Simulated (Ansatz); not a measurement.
# C3H7Br: the cost of one run

Program: Ansatz 0.2.0. Level of theory: the levels named in each step. These are calculated values, not measurements.

## Step 1: The starting structure

Bond lengths: C1–C2 1.523 Å, C2–C3 1.518 Å, C3–Br4 1.957 Å, C1–H5 1.089 Å, C1–H6 1.087 Å, C1–H7 1.088 Å, C2–H8 1.093 Å, C2–H9 1.094 Å, C3–H10 1.089 Å, C3–H11 1.089 Å. Angles (14 of 18 angles, heavy atoms first): C1–C2–C3 112.4°, C2–C3–Br4 111.6°, C1–C2–H8 109.8°, C1–C2–H9 109.7°, C3–C2–H8 109.4°, C3–C2–H9 107.6°, C2–C1–H5 110.6°, C2–C1–H6 110.3°, C2–C1–H7 110.5°, C2–C3–H10 111.7°, C2–C3–H11 111.7°, Br4–C3–H10 106.0°, Br4–C3–H11 105.7°, H8–C2–H9 107.8°.

As a file:

```xyz
11

C    -2.4158   -0.5950    0.3547
C    -1.2732   -1.5356   -0.0052
C     0.0484   -1.0986    0.5991
Br    0.6730    0.5858   -0.1765
H    -2.5528   -0.5539    1.4338
H    -3.3435   -0.9366   -0.0977
H    -2.2100    0.4107   -0.0060
H    -1.1735   -1.5972   -1.0914
H    -1.4916   -2.5404    0.3686
H    -0.0378   -0.9219    1.6707
H     0.8384   -1.8232    0.4065
```

## Step 2: A rough first relaxation, PBE-D4/def2-SVP

This run stands in another session on the same molecule. It ended at:

```xyz
11

C    -2.4407   -0.5925    0.3463
C    -1.2752   -1.5204    0.0037
C     0.0651   -1.1024    0.5916
Br    0.7230    0.6076   -0.1440
H    -2.5934   -0.5253    1.4440
H    -3.3862   -0.9546   -0.1046
H    -2.2528    0.4333   -0.0307
H    -1.1715   -1.6229   -1.0979
H    -1.4803   -2.5458    0.3892
H     0.0110   -0.9469    1.6870
H     0.8628   -1.8361    0.3720
```

## Step 3: Relaxation, PBE0-D4/def2-TZVPP

File input.yaml:

```yaml
crystal:
  periodic: [false, false, false]
  atoms:
    - { symbol: C, position_ang: [-2.44074594, -0.5924728, 0.34631815] }
    - { symbol: C, position_ang: [-1.27517756, -1.5204359, 0.00372584] }
    - { symbol: C, position_ang: [0.06505754, -1.10239353, 0.59161057] }
    - { symbol: Br, position_ang: [0.7230345, 0.60756237, -0.14396057] }
    - { symbol: H, position_ang: [-2.59340088, -0.52529306, 1.44399629] }
    - { symbol: H, position_ang: [-3.38619177, -0.95455367, -0.10461779] }
    - { symbol: H, position_ang: [-2.25281032, 0.43334959, -0.03065921] }
    - { symbol: H, position_ang: [-1.17152113, -1.62286087, -1.09786087] }
    - { symbol: H, position_ang: [-1.48032876, -2.54578463, 0.38918279] }
    - { symbol: H, position_ang: [0.01096444, -0.9469292, 1.6869636] }
    - { symbol: H, position_ang: [0.86281988, -1.83606831, 0.37195121] }
basis:
  gaussian: { orbitals: def2-TZVPP }
hamiltonian:
  xc: pbe0
  dispersion: d4
relax:
  f_tol: 0.002
  max_steps: 150
```

On the command line:

```sh
> ansatz run input.yaml --threads 4 --pin off --max-ram 10240MiB --backend cpu --events-out ev --progress --plain --runs-dir out
```

**Question.** How long does this run take on 4 threads of Intel Xeon 6975P-C (Granite Rapids), shared host, and how much memory does it need?

About 19 s, with a peak of 0.72 GiB.
